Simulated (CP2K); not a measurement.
# HfB under changes of volume

One of the cells (12.326 Å³/atom); the others are scaled copies at fixed shape and fractional positions:

```
Hf B
1.0
     3.26683    0.00000    0.00000
     1.63342    2.82916    0.00000
     1.63342    0.94305    2.66736
Hf B
1 1
Cartesian
  3.2668 1.8861 1.3337
  0.0000 0.0000 0.0000
```

| Item | Value |
| --- | --- |
| Program | CP2K 2026.2 |
| Functional | r2SCAN |
| Potentials or basis | POTENTIAL_UZH Hf GTH-SCAN-q12, B GTH-SCAN-q3; TZVP-MOLOPT-SCAN-GTH basis |
| Density cutoff | 9184 eV |
| k mesh | 10 × 10 × 10 |
| Occupations | fermi-dirac, width 0.05 eV |
| Spin | no spin polarisation |

```tsv
volume (Å³/atom)	energy over the lowest point (meV/atom)	pressure (GPa)
11.587	?	?
11.833	175.16	36.4
12.080	122.02	29.9
12.326	81.62	24.9
12.573	47.28	19.9
12.819	20.25	15.3
13.066	0.00	11.1
```

What does the run at 11.587 Å³/atom give?

Energy over the lowest point 235.95 meV/atom; pressure 42.9 GPa.

Worked out: A Birch-Murnaghan fit of order 3 (a polynomial in V^(-2/3)) to the other rows has no minimum within the range. It gives 238.97 meV/atom at 11.587 Å³/atom, against the run's 235.95, and -dE/dV = 46.1 GPa, against 42.9.

Energies are extrapolated to zero smearing.

Caveats: the basis of atomic orbitals isn't converged, which shifts pressures, moduli and gaps.
